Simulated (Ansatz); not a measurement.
# ZrB2: the cost of one run

Computed with Ansatz 0.2.0 (DFT PBEsol, scalar-relativistic, plane waves, PAW, unless a step's input says otherwise).

1 further run of the same task is left out (set aside as unsound or not needed).

## Step 1: The system as given

The structure is hexagonal, space group P6/mmm (No. 191). The conventional cell has a = 3.155 Å, b = 3.155 Å, c = 3.507 Å, α = 90.00°, β = 90.00°, γ = 120.00°. Zr (site symmetry 6/mmm) has 12 B at 2.53 Å as nearest neighbours. B (site symmetry -6m2) has 3 B at 1.82 Å and 6 Zr at 2.53 Å as nearest neighbours.

Structure file:

```cif
data_structure
_symmetry_space_group_name_H-M 'P6/mmm'
_symmetry_Int_Tables_number 191
_cell_length_a 3.1549
_cell_length_b 3.1549
_cell_length_c 3.5068
_cell_angle_alpha 90.000
_cell_angle_beta 90.000
_cell_angle_gamma 120.000
_cell_volume 30.23
loop_
_atom_site_label
_atom_site_type_symbol
_atom_site_symmetry_multiplicity
_atom_site_Wyckoff_symbol
_atom_site_fract_x
_atom_site_fract_y
_atom_site_fract_z
_atom_site_occupancy
Zr1 Zr 1 a 0.00000 0.00000 0.00000 1
B1 B 2 d 0.33333 0.66667 0.50000 1
```

This cell was relaxed beforehand with the same method: volume 10.08 Å³/atom, gap on the mesh none (metal).

## Step 2: Static run: bands, density of states and charges

input.yaml reads:

```yaml
crystal:
  lattice:
    - [3.1549374827, 0.0, 0.0]
    - [-1.5774687413, 2.7322560073, 0.0]
    - [0.0, 0.0, 3.5067685678]
  atoms:
    - { symbol: Zr, position: [0.0, 0.0, 0.0] }
    - { symbol: B, position: [0.3333333333, 0.6666666667, 0.5] }
    - { symbol: B, position: [0.6666666667, 0.3333333333, 0.5] }
basis:
  ecutwfc: 420
kpoints:
  mp_grid: { grid: [18, 18, 12] }
  band_path:
    path:
      - [[0.0, 0.0, 0.0], [0.5, 0.0, 0.0], [0.33333333, 0.33333333, 0.0], [0.0, 0.0, 0.0], [0.0, 0.0, 0.5], [0.5, 0.0, 0.5], [0.33333333, 0.33333333, 0.5], [0.0, 0.0, 0.5]]
      - [[0.5, 0.0, 0.5], [0.5, 0.0, 0.0]]
      - [[0.33333333, 0.33333333, 0.5], [0.33333333, 0.33333333, 0.0]]
    npoints: 14
hamiltonian:
  xc: pbesol
scf:
  occupations: { method: gaussian, width: 0.1 }
  n_extra_bands: 7
output:
  forces: true
  stress: true
  eigenvalues: true
  populations: true
  dos: { projected: true, de: 0.02, nscf_kmesh: { grid: [27, 27, 18] } }
  bader: true
  write_density: true
  write_potential: true
  elf: true
  volumetric_format: npy
```

The run is started by

```bash
ansatz run input.yaml --threads 1 --pin off --max-ram 2560MiB --backend cpu --events-out ev --progress --plain --runs-dir out
```

**Question.** How long does this run take on 1 thread of Arm Neoverse V2, shared host, and how much memory does it need?

About 31 s, with a peak of 0.46 GiB.
